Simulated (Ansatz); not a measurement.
CaI, space group P-6m2, Fermi-surface readings

Program: Ansatz 0.2.0, Python API.

`cai_fermi.py`
```python
import warnings

import ansatz
from pymatgen.core import Lattice, Structure
from pymatgen.io.ase import AseAtomsAdaptor


def main() -> None:
    warnings.simplefilter('ignore', ansatz.DeckWarning)

    pmg_structure = Structure(
        Lattice([(4.14682046, 0.0, 0.0), (-2.07341023, 3.59125187, 0.0), (0.0, 0.0, 4.576229)]),
        ['Ca', 'I'],
        [
            (0.0, 0.0, 0.5),
            (2 / 3, 1 / 3, 0.0),
        ],
    )
    crystal = ansatz.Crystal.from_ase(AseAtomsAdaptor.get_atoms(pmg_structure))

    calc = (
        crystal.calculation()
        .kpoints(mesh=(7, 7, 5))
        .basis(450)
        .functional(ansatz.Functional.LDA)
        .pseudopotentials('paw')
        .occupations('fermi_dirac', width=0.05)
        .eigenstates(nscf_kmesh=(8, 8, 8), level_slopes=True)
    )
    surface = calc.run().fermi_surface().to_plain()
    for way, reading in surface.items():
        if reading:
            rho_lambda = [f'{v:.3e}' for v in reading['resistivity_times_mean_free_path_ohm_m2']]
            print(f'{way:24s} area {reading["spin_summed_area_per_ang2"]:8.3f} 1/A^2  rho*lambda (ohm m^2) {rho_lambda}')


if __name__ == '__main__':
    main()
```

```console
$ python cai_fermi.py
by_tetrahedra            area   22.713 1/A^2  rho*lambda (ohm m^2) ['1.551e-15', '1.551e-15', '1.065e-15']
by_slopes                area   19.093 1/A^2  rho*lambda (ohm m^2) ['1.895e-15', '1.895e-15', '1.222e-15']
on_every_second_point    area   23.738 1/A^2  rho*lambda (ohm m^2) ['1.488e-15', '1.488e-15', '1.015e-15']
```

Caveats:
- The cell holds an odd number of electrons and is run without spin, so a magnetic state may lie lower.
- The mesh is modest for a metal, so energies can be off by several to tens of meV an atom and pressures by half a GPa or more; differences at equal mesh fare better.
- The structure comes from a database of computed cells and needn't be a stable or known phase.
- The three readings differ by the mesh error.
- Hardware and time: 7.9 s on 1 thread of Arm Neoverse V2 (shared host), peak memory 0.44 GiB.

(Lines on the test bed's own set-up are left out of the output.)
